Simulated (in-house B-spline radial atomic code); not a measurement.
**Os⁸⁺: ionisation energy by several methods**

An exercise on one series of results from a longer session: the logs are not shown, and one member is left open.

The numbers are computed with in-house B-spline radial atomic code version 1 (non-relativistic, several functionals, spin-polarised, exact exchange averaged over the configuration; spherical all-electron atom at the radial basis limit), except any that are marked as measured or tabulated.

## The atom as given

* element: osmium (Z = 76)
* charge: +8
* electrons: 68
* configuration: [Xe] 4f14
* nucleus: point

The outer shells:

[Xe] 4f14
```
[Xe] core
4f [↑↓][↑↓][↑↓][↑↓][↑↓][↑↓][↑↓]
```

Where spins are not typed, each open shell is filled with up spins first.

Set-up of the first run:

Settings of the run:

```ini
Z = 76
electrons = 68.0
configuration = [Xe] 4f14
hamiltonian = nr
method = tpssh
spin_polarised = True
exact_exchange = averaged over the configuration
```

Command:

```console
$ python run_scf.py task.json out
```

task.json lists these runs, among others, and the program works through them in turn.

Steps of the session up to this table: TPSSh, a global hybrid; PBE0, a global hybrid; CAM-B3LYP, a range-separated hybrid; LC-ωPBE, a range-separated hybrid; M06-2X, a global hybrid.

One of the session's tables, all rows but one given; the rest of the session is left out.

| method | ΔSCF (eV) |
| --- | --- |
| TPSSh | 167.44 |
| PBE0 | ? |
| M06-2X | 168.05 |
| CAM-B3LYP | 167.32 |
| LC-ωPBE | 167.14 |

**Question.** Estimate the row for PBE0.

As computed: ΔSCF (eV): 167.34. In the column «ΔSCF (eV)» it lies between CAM-B3LYP (167.32) and TPSSh (167.44).

To keep in mind: These runs leave out relativity, which matters at this nuclear charge.
